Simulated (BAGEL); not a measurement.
# C2H3ClNSi (SMILES C[Si](Cl)C#N) at ROHF/def2-SVP (density fitting with qzvpp-jkfit)

Aim: the energy change on altering one bond length of C2H3ClNSi at ROHF/def2-SVP (density fitting with qzvpp-jkfit), from 2 runs. 

Program for the calculation: BAGEL 1.2.2.

3 further runs of the same task are left out: 2 that didn't finish, 1 set aside as unsound or not needed.

## (1) The structure to begin with

C2H3ClNSi has 8 atoms, charge 0, and is taken as a doublet. As SMILES, `C[Si](Cl)C#N`. Geometry: relaxed at PBE0-D4/def2-TZVP.

Bond lengths: C1–Si2 1.857 Å, Si2–Cl3 2.045 Å, Si2–C4 1.842 Å, C4–N5 1.154 Å, C1–H6 1.093 Å, C1–H7 1.091 Å, C1–H8 1.092 Å. Angles: C1–Si2–Cl3 112.0°, C1–Si2–C4 109.8°, Cl3–Si2–C4 107.5°, Si2–C4–N5 174.6°, Si2–C1–H6 109.8°, Si2–C1–H7 110.5°, Si2–C1–H8 109.7°, H6–C1–H7 109.0°, H6–C1–H8 108.9°, H7–C1–H8 109.0°.

## (2) A single-point energy at ROHF/def2-SVP (density fitting with qzvpp-jkfit)

Input file job.json:

```json
{ "bagel": [

{
  "title": "molecule",
  "basis": "svp",
  "df_basis": "qzvpp-jkfit",
  "angstrom": true,
  "geometry": [
    { "atom": "C", "xyz": [   -0.710900,   -0.544800,    0.782600 ] },
    { "atom": "Si", "xyz": [    0.598800,    0.648200,    0.225400 ] },
    { "atom": "Cl", "xyz": [    2.483200,   -0.092800,    0.512800 ] },
    { "atom": "C", "xyz": [    0.405700,    0.989300,   -1.574400 ] },
    { "atom": "N", "xyz": [    0.241700,    1.298400,   -2.674300 ] },
    { "atom": "H", "xyz": [   -0.600600,   -1.491500,    0.246800 ] },
    { "atom": "H", "xyz": [   -0.626000,   -0.731800,    1.854000 ] },
    { "atom": "H", "xyz": [   -1.699700,   -0.132000,    0.571400 ] }
  ]
},
{ "title": "rohf", "nopen": 1 },
{ "title": "print", "file": "orbitals.molden", "orbitals": true }

]}
```

On the command line:

```console
BAGEL_NUM_THREADS=1 BAGEL job.json > job.out
```

Log:

```text
* using 1 threads per process

  ===============================================================
  ===============================================================

  *** Geometry ***

  { "atom" : "C", "xyz" : [     -1.343406,     -1.029523,      1.478900 ] },
  { "atom" : "Si", "xyz" : [      1.131568,      1.224920,      0.425944 ] },
  { "atom" : "Cl", "xyz" : [      4.692568,     -0.175367,      0.969052 ] },
  { "atom" : "C", "xyz" : [      0.766662,      1.869506,     -2.975185 ] },
  { "atom" : "N", "xyz" : [      0.456747,      2.453620,     -5.053695 ] },
  { "atom" : "H", "xyz" : [     -1.134970,     -2.818527,      0.466384 ] },
  { "atom" : "H", "xyz" : [     -1.182969,     -1.382902,      3.503552 ] },
  { "atom" : "H", "xyz" : [     -3.211967,     -0.249444,      1.079790 ] },

  Number of auxiliary basis functions:      537

  Since a DF basis is specified, we compute 2- and 3-index integrals:
    o Being stored without compression. Storage requirement is 0.037 GB

  Number of basis functions:       93
  Number of electrons      :       53

    * METHOD: MOLECULE                             0.31

  *** Open-shell HF ***

  === Nuclear Repulsion ===
   238.5325876662

      * DIIS with orbital gradients will be used.

  === ROHF iteration (svp) ===
      0       -879.80206724          0.03376795           0.21
      1       -879.92360288          0.02916585           0.20
      2       -879.95082547          0.02614511           0.20
      3       -880.04891035          0.00213740           0.20
      4       -880.05039716          0.00078758           0.20
      5       -880.05080334          0.00021823           0.21
      6       -880.05090169          0.00007479           0.20
      7       -880.05092899          0.00003468           0.20
      8       -880.05093586          0.00001160           0.21
      9       -880.05093917          0.00000571           0.20
     10       -880.05093947          0.00000339           0.20
     11       -880.05093968          0.00000157           0.21
     12       -880.05093964          0.00000076           0.20
     13       -880.05093964          0.00000032           0.20
     14       -880.05093962          0.00000013           0.20
     15       -880.05093962          0.00000006           0.20
     16       -880.05093962          0.00000002           0.20
     17       -880.05093963          0.00000001           0.20
     18       -880.05093963          0.00000001           0.19
    * SCF iteration converged.

    * S^2 (ROHF) is 0.7500

    * Permanent dipole moment:
           (    0.551370,     0.372357,    -1.326301) a.u.

    * METHOD: ROHF                                 4.07

    * METHOD: PRINT                                0.02

  ===============================================================
```

Wall time 4.8 s (1 thread of Arm Neoverse V1, shared host).

## (3) The distorted shape

Input file input.json:

```json
{ "bagel" : [

{
  "title" : "molecule",
  "basis" : "svp",
  "df_basis" : "qzvpp-jkfit",
  "angstrom" : true,
  "geometry" : [
    { "atom" : "C", "xyz" : [      -0.562619,      -0.606704,       0.814272 ] },
    { "atom" : "Si", "xyz" : [       0.747081,       0.586296,       0.257072 ] },
    { "atom" : "Cl", "xyz" : [       2.631481,      -0.154704,       0.544472 ] },
    { "atom" : "C", "xyz" : [       0.553981,       0.927396,      -1.542728 ] },
    { "atom" : "N", "xyz" : [       0.389981,       1.236496,      -2.642628 ] },
    { "atom" : "H", "xyz" : [      -0.452319,      -1.553404,       0.278472 ] },
    { "atom" : "H", "xyz" : [      -0.477719,      -0.793704,       1.885672 ] },
    { "atom" : "H", "xyz" : [      -1.699700,      -0.132000,       0.571400 ] }
  ]
},

{ "title" : "rohf", "charge" : 0, "nopen" : 1 },

{ "title" : "print", "file" : "orbitals.molden", "orbitals" : true }

]}
```

On the command line:

```console
BAGEL_NUM_THREADS=1 BAGEL input.json > input.out
```

Log:

```text
* using 1 threads per process

  ===============================================================
  ===============================================================

  *** Geometry ***

  { "atom" : "C", "xyz" : [     -1.063196,     -1.146504,      1.538751 ] },
  { "atom" : "Si", "xyz" : [      1.411778,      1.107939,      0.485796 ] },
  { "atom" : "Cl", "xyz" : [      4.972778,     -0.292348,      1.028903 ] },
  { "atom" : "C", "xyz" : [      1.046872,      1.752524,     -2.915333 ] },
  { "atom" : "N", "xyz" : [      0.736957,      2.336639,     -4.993843 ] },
  { "atom" : "H", "xyz" : [     -0.854759,     -2.935508,      0.526236 ] },
  { "atom" : "H", "xyz" : [     -0.902758,     -1.499883,      3.563404 ] },
  { "atom" : "H", "xyz" : [     -3.211967,     -0.249444,      1.079790 ] },

  Number of auxiliary basis functions:      537

  Since a DF basis is specified, we compute 2- and 3-index integrals:
    o Being stored without compression. Storage requirement is 0.037 GB

  Number of basis functions:       93
  Number of electrons      :       53

    * METHOD: MOLECULE                             0.30

  *** Open-shell HF ***

  === Nuclear Repulsion ===
   237.8759749889

      * DIIS with orbital gradients will be used.

  === ROHF iteration (svp) ===
      0       -879.79184425          0.03304047           0.20
      1       -879.91068711          0.02901840           0.21
      2       -879.93771142          0.02606329           0.20
      3       -880.03542319          0.00211688           0.20
      4       -880.03694500          0.00079550           0.21
      5       -880.03736659          0.00022620           0.21
      6       -880.03746904          0.00007962           0.19
      7       -880.03749728          0.00003887           0.20
      8       -880.03750408          0.00001256           0.19
      9       -880.03750792          0.00000651           0.20
     10       -880.03750818          0.00000418           0.20
     11       -880.03750840          0.00000169           0.19
     12       -880.03750836          0.00000083           0.20
     13       -880.03750835          0.00000035           0.21
     14       -880.03750833          0.00000015           0.20
     15       -880.03750834          0.00000007           0.20
     16       -880.03750834          0.00000002           0.19
     17       -880.03750834          0.00000002           0.20
     18       -880.03750834          0.00000001           0.20
    * SCF iteration converged.

    * S^2 (ROHF) is 0.7500

    * Permanent dipole moment:
           (    0.523925,     0.378654,    -1.328443) a.u.

    * METHOD: ROHF                                 4.06

    * METHOD: PRINT                                0.02

  ===============================================================
```

Wall time 4.5 s (1 thread of Arm Neoverse V1, shared host).

## (4) Outcome

At ROHF/def2-SVP (density fitting with qzvpp-jkfit):

```
                                                         quantity          value
                                        first shape: total energy  -880.05094 Eh
                                       first shape: dipole moment         3.77 D
                                                first shape: ⟨S²⟩          0.750
                                    distorted shape: total energy  -880.03751 Eh
                                   distorted shape: dipole moment         3.76 D
                                            distorted shape: ⟨S²⟩          0.750
energy change with the C1–H8 bond stretched from 1.092 to 1.256 Å       0.365 eV
```

What this shows: With the C1–H8 bond stretched from 1.092 to 1.256 Å the energy rises by 0.37 eV (35.3 kJ/mol). The first shape isn't relaxed at this level, so the change isn't measured from a minimum.
